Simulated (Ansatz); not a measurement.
# C₃H₅BO: basis-set convergence

The task here is to estimate one member of a computed series from the others.

Computed with Ansatz 0.2.0, Gaussian basis. Level: one geometry, several basis sets.

Plan: PBE0-D4/def2-SVP; ωB97M-V/def2-SVP; PBE0-D4/def2-QZVPP; ωB97M-V/def2-QZVPP; the functionals' def2-TZVPP values are taken from earlier runs.

### Structure used throughout

All runs share one geometry, relaxed beforehand with PBE0-D4 in a triple-zeta def2 set.

SMILES `C=C1CBO1`, 10 atoms, charge 0, spin multiplicity 1.

Atoms are counted from 1 here; the program's logs count them from 0.

Bond lengths: C1–C2 1.317 Å, C1–H6 1.082 Å, C1–H7 1.081 Å, C2–C3 1.508 Å, C2–O5 1.404 Å, C3–B4 1.581 Å, C3–H8 1.091 Å, C3–H9 1.091 Å, B4–O5 1.379 Å, B4–H10 1.190 Å. Angles: C2–C1–H6 121.0°, C2–C1–H7 119.7°, H6–C1–H7 119.2°, C1–C2–C3 138.6°, C1–C2–O5 125.3°, C3–C2–O5 96.0°, C2–C3–B4 79.6°, C2–C3–H8 115.0°, C2–C3–H9 115.0°, B4–C3–H8 117.9°, B4–C3–H9 117.9°, H8–C3–H9 109.0°, C3–B4–O5 93.8°, C3–B4–H10 141.4°, O5–B4–H10 124.8°, C2–O5–B4 90.6°.

The first run:

The input, in.yaml:

```yaml
crystal:
  periodic: [false, false, false]
  atoms:
    - {symbol: C, position_ang: [-1.579027, 0.736213, -0.132867]}
    - {symbol: C, position_ang: [-0.350751, 0.260568, -0.152409]}
    - {symbol: C, position_ang: [0.500871, -0.706725, 0.630040]}
    - {symbol: B, position_ang: [1.536347, -0.239660, -0.469098]}
    - {symbol: O, position_ang: [0.640707, 0.609814, -1.083169]}
    - {symbol: H, position_ang: [-1.909581, 1.457888, -0.868528]}
    - {symbol: H, position_ang: [-2.271115, 0.403353, 0.628256]}
    - {symbol: H, position_ang: [0.162770, -1.744063, 0.604443]}
    - {symbol: H, position_ang: [0.691556, -0.420367, 1.665726]}
    - {symbol: H, position_ang: [2.661326, -0.408119, -0.819495]}
basis:
  gaussian: {orbitals: def2-SVP}
hamiltonian: {xc: pbe0, dispersion: d4}
output: {orbitals: {seedname: orbitals}}
```

Started as:

```console
$ ansatz run in.yaml --threads 2 --pin off --events-out ev --progress --plain --max-ram 4352MiB
```

Among the steps run: PBE0-D4 in def2-SVP; ωB97M-V in def2-SVP; PBE0-D4 in def2-QZVPP; ωB97M-V in def2-QZVPP.

One table of the session follows, with a row left open; its other results are not shown here.

```
functional       basis  HOMO (eV)
   PBE0-D4    def2-SVP      -7.24
   PBE0-D4  def2-TZVPP      -7.27
   PBE0-D4  def2-QZVPP      -7.28
   ωB97M-V    def2-SVP      -9.48
   ωB97M-V  def2-TZVPP          ?
   ωB97M-V  def2-QZVPP      -9.52
```

**Question.** Estimate the row for ωB97M-V, def2-TZVPP.

**Answer.** HOMO (eV): -9.51. In the column «HOMO (eV)» it lies between ωB97M-V, def2-QZVPP (-9.52) and ωB97M-V, def2-SVP (-9.48).
